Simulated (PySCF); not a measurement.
# Br3ISi: the cost of one run

Computed with PySCF 2.14.0 and routines of our own; the level stands in each step. Atoms count from 0.

## (1) The starting structure

5 atoms, charge 0, multiplicity 1; geometry from: GFN2-xTB.

## (2) Optimising the geometry at PBE0-D3(BJ)/def2-SVP

The job: settings as JSON, then the geometry in Å.

```
{"job": {"xc": "PBE0", "basis": "def2-SVP", "d3": "d3bj", "grid": 1, "maxiter": 30, "shake": 0.01, "kind": "geom"}, "charge": 0, "multiplicity": 1}
Br    -0.266550    -1.694120    -1.447760
Si    -0.043370    -0.005880    -0.018080
Br    -0.614490     1.897030    -1.014790
Br    -1.337220    -0.330060     1.716960
I      2.295190     0.099040     0.725790
```

The run is started by

```
$ OMP_NUM_THREADS=1 python heavy_run.py task.json out
```

This one command runs all jobs of the session in turn.

**Question.** How long does this first job take on 1 thread of Arm Neoverse V1, shared host, and how much memory does it need?

About 3.3 min, with a peak of 0.71 GiB.
